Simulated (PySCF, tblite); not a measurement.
# C6H10N radical: geometry, infrared bands and EPR parameters

Aim: predict the infrared bands and EPR parameters of C6H10N radical (`[H]/N=C\[C@H](C)/C=[C]\C`).

Computed with tblite 0.8.0 and PySCF 2.14.0, with density-fitted response routines of our own, on a single molecule in the gas phase. Atoms count from 0, in the outputs and in this text.

## Step 1: Starting geometry

17 atoms, charge 0, multiplicity 2; geometry from: force field or distance geometry start.

Bonds of the start (Å): C0–C1 1.47, C1–C2 1.30, C2–C3 1.52, C3–C4 1.53, C3–C5 1.52, C5–N6 1.30, C0–H7 1.10, C0–H8 1.09, C0–H9 1.08, C2–H10 1.08, C3–H11 1.08, C4–H12 1.10, C4–H13 1.09, C4–H14 1.09, C5–H15 1.12, N6–H16 1.02.

## Step 2: Geometry optimisation with GFN2-xTB

The job: settings as JSON, then the geometry in Å.

```
{"job": {"kind": "relax", "xc": "GFN2-xTB", "basis": "xTB"}, "charge": 0, "multiplicity": 2}
C      2.549700     0.083500    -1.727200
C      1.542200    -0.102000    -0.678700
C      0.672800    -0.278800     0.277100
C     -0.808200     0.005300     0.114500
C     -1.628700    -1.283100     0.237100
C     -1.213100     0.953700     1.224800
N     -1.420700     2.219500     1.034900
H      2.299200     0.964000    -2.333000
H      2.588700    -0.790900    -2.381700
H      3.532400     0.239800    -1.295300
H      1.006300    -0.664700     1.227900
H     -1.011300     0.471100    -0.842700
H     -1.474700    -1.784600     1.200200
H     -2.693800    -1.062000     0.147100
H     -1.369000    -1.975400    -0.566800
H     -1.307000     0.547500     2.260800
H     -1.271600     2.469100     0.057400
```

Run with:

```
$ OMP_NUM_THREADS=1 python probes_run.py task.json out
```

One launch serves the whole session: the jobs run in the order shown.

**Question.** This job is followed by: GFN2-xTB harmonic vibrations, gas phase; UKS B3LYP, pcH-1 on C H N, non-relativistic, mean-field spin-orbit, GIAO. Predict these results of the whole session: strongest single infrared mode (GFN2-xTB); zero-point energy (GFN2-xTB); g(iso) (B3LYP); ⟨S²⟩; largest a(iso) (averaged by class); potential on the surface of density 0.002 e/bohr³, 1st and 99th percentile.

As calculated:

```
                                                                  quantity                  value
                                 strongest single infrared mode (GFN2-xTB)  1709 cm⁻¹, 304 km/mol
                                              zero-point energy (GFN2-xTB)          88.7 kcal/mol
                                                            g(iso) (B3LYP)                2.00225
                                                                      ⟨S²⟩     0.758 (exact 0.75)
                                        largest a(iso) (averaged by class)   13C on C1, 257.0 MHz
potential on the surface of density 0.002 e/bohr³, 1st and 99th percentile     -1.98 V and 1.22 V
```

**Reading.** Over 106 steps the energy fell by 0.315 eV; of the close pairs, C5–N6 changed most, 1.297 to 1.256 Å. No mode is imaginary among the 45: a minimum at this level. The strongest single mode, at 1709 cm⁻¹, moves mainly C5 and N6. Unscaled tight-binding wavenumbers are off by several per cent, some by more. Its intensities can rank the bands wrongly. Most of the unpaired spin sits on C1 (0.98 e). The isotropic g lies 0.1 ppt below the free-electron value. The conformer search (at its own cheap level) found a structure 13.3 kcal/mol lower, too far down for a turn about a bond: it may have other bonds, so these spectra needn't be the molecule's.
